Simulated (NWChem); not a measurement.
# M06-2X/6-311+G(d,p) run of BCl2F (dichlorofluoroborane)

Aim: the vertical singlet–triplet gap of BCl2F (dichlorofluoroborane) at M06-2X/6-311+G**, from 2 runs. 

The results are computed with NWChem 7.3.0.

7 further runs of the same task are left out: 3 that didn't finish, 4 set aside as unsound or not needed. Runs told in other sessions of the task aren't counted.

**1. Starting point**

The species is BCl2F (4 atoms), meant as a singlet with charge 0. SMILES: `FB(Cl)Cl`. Geometry: relaxed at PBE0-D4/def2-TZVP.

Bond lengths: F1–B2 1.310 Å, B2–Cl3 1.739 Å, B2–Cl4 1.739 Å. Angles: F1–B2–Cl3 119.3°, F1–B2–Cl4 119.3°, Cl3–B2–Cl4 121.5°.

**2. Energy and forces at M06-2X/6-311+G(d,p)**

Input file test.nw:

```
start test
memory total 2200 mb
charge 0

geometry units angstrom noautosym nocenter noautoz
  F        0.114370      -1.165320      -0.781190
  B        0.007910      -0.080610      -0.054040
  Cl      -1.549540       0.373780       0.571420
  Cl       1.427260       0.872140       0.263810
end

basis "ao basis" spherical bse
  * library 6-311+G**
end

dft
  xc m06-2x
  grid fine
  convergence energy 1e-08
  maxiter 100
  mulliken
  print low
end

task dft gradient
```

Run with:

```bash
$ nwchem test.nw > test.out
```

What it wrote (excerpt; [...] marks lines left out):

```text
[...]
 d= 0,ls=0.0,diis     1  -1045.1360113836 -1.23D+03  1.13D-02  1.79D+00     5.1
[...]
 d= 0,ls=0.0,diis     9  -1045.2262522089 -5.21D-09  5.31D-07  3.71D-09    31.3
         Total DFT energy =    -1045.226252208854
      One electron energy =    -1804.511471406882
           Coulomb energy =      648.645460346667
    Exchange-Corr. energy =      -71.029327093128
 Nuclear repulsion energy =      181.669085944490
[...]
      Total Density - Mulliken Population Analysis
     ---------------------------------------------
    Atom       Charge   Shell Charges
 -----------   ------   -------------------------------------------------------
    1 F    9     8.85   1.08  0.92  1.17  1.08  2.38  0.86  1.62 -0.26  0.00  0.01
    2 B    5     5.15   1.13  0.86  0.43  0.66  1.02  0.32  0.29  0.03  0.10  0.30
    3 Cl  17    17.00   0.78  1.19  0.88  1.10  1.00  1.01  7.46 -1.54  1.08  2.93  1.25 -0.02 -0.15  0.02
    4 Cl  17    17.00   0.78  1.19  0.88  1.10  1.00  1.01  7.46 -1.54  1.08  2.93  1.25 -0.02 -0.15  0.02
[...]
                         DFT ENERGY GRADIENTS
    atom               coordinates                        gradient
                 x          y          z           x          y          z
   1 F       0.216128  -2.202135  -1.476235   -0.000204   0.002081   0.001395
   2 B       0.014948  -0.152331  -0.102121    0.000089  -0.000905  -0.000608
   3 Cl     -2.928206   0.706342   1.079827    0.001801  -0.000295  -0.000574
   4 Cl      2.697130   1.648106   0.498529   -0.001686  -0.000880  -0.000214
 Task  times  cpu:       48.4s     wall:       48.4s
 Total times  cpu:       48.4s     wall:       48.4s
```

Run time: 49 s. Hardware: 1 thread of Intel Xeon Platinum 8259CL at 2.50GHz (Skylake/Cascade Lake), shared host; peak memory 0.12 GiB.

**3. The triplet: the energy at UM06-2X/6-311+G(d,p)**

Input file nw.nw:

```
start nw
memory 2200 mb
charge 0

geometry units angstrom noautosym nocenter noautoz
  F     0.114370   -1.165320   -0.781190
  B     0.007910   -0.080610   -0.054040
  Cl   -1.549540    0.373780    0.571420
  Cl    1.427260    0.872140    0.263810
end

basis spherical bse
  * library 6-311+G**
end

dft
  xc m06-2x
  mult 3
  grid fine
  convergence energy 1e-08
  maxiter 100
  mulliken
end

task dft energy
```

Run with:

```bash
$ nwchem nw.nw > nw.out
```

What it wrote (excerpt; [...] marks lines left out):

```text
[...]
          Wavefunction type:  spin polarized.
          No. of atoms     :     4
          No. of electrons :    48
[...]
          Charge           :     0
          Spin multiplicity:     3
[...]
          AO basis - number of functions:   104
[...]
              XC Information
              --------------
                       M06-2X Method XC Functional
                     Hartree-Fock (Exact) Exchange  0.540
                        M06-2X Exchange Functional  1.000
                      M06-2X Correlation Potential  1.000
[...]
 d= 0,ls=0.0,diis     1  -1044.7731773515 -1.23D+03  1.94D-01  5.09D-01     5.7
[...]
 d= 0,ls=0.0,diis    14  -1044.9703285750 -9.91D-10  2.18D-07  1.19D-10    67.0
[...]
         Total DFT energy =    -1044.970328574975
      One electron energy =    -1803.814318866716
           Coulomb energy =      648.159851160042
    Exchange-Corr. energy =      -70.984946812791
 Nuclear repulsion energy =      181.669085944490
[...]
      Total Density - Mulliken Population Analysis
     ---------------------------------------------
    Atom       Charge   Shell Charges
 -----------   ------   -------------------------------------------------------
    1 F    9     8.90   1.08  0.92  1.17  1.07  2.39  0.87  1.65 -0.23 -0.01  0.01
    2 B    5     5.56   1.13  0.86  0.53  0.56  1.18  0.26  0.65  0.04  0.10  0.26
    3 Cl  17    16.77   0.78  1.19  0.89  1.10  1.03  1.01  7.45 -1.53  1.06  2.83  1.11 -0.03 -0.14  0.03
    4 Cl  17    16.77   0.78  1.19  0.89  1.10  1.03  1.01  7.45 -1.53  1.06  2.83  1.11 -0.03 -0.14  0.03
[...]
      <S2> =      2.0096 (Exact =     2.0000)
[...]
```

It took 68 s on 1 thread of Intel Xeon Platinum 8259CL at 2.50GHz (Skylake/Cascade Lake), shared host; peak memory 0.12 GiB.

**4. Outcome**

Level: M06-2X/6-311+G**.

| quantity | value |
| --- | --- |
| singlet: total energy | -1045.22625 Eh |
| singlet: largest force on an atom | 0.129 eV/Å |
| triplet: total energy | -1044.97033 Eh |
| triplet: dipole moment | 1.92 D |
| triplet: HOMO energy (highest over α and β) | -3.92 eV |
| triplet: ⟨S²⟩ | 2.010 |
| vertical energy of the triplet above the singlet | 6.964 eV |

In words: At this shape the triplet lies 6.96 eV (161 kcal/mol) above the singlet. Mulliken charges (singlet) run from -0.15 on B2 to +0.15 on F1; in a basis this large or diffuse they mean little. Mulliken charges (triplet) run from -0.56 on B2 to +0.23 on Cl3; in a basis this large or diffuse they mean little.
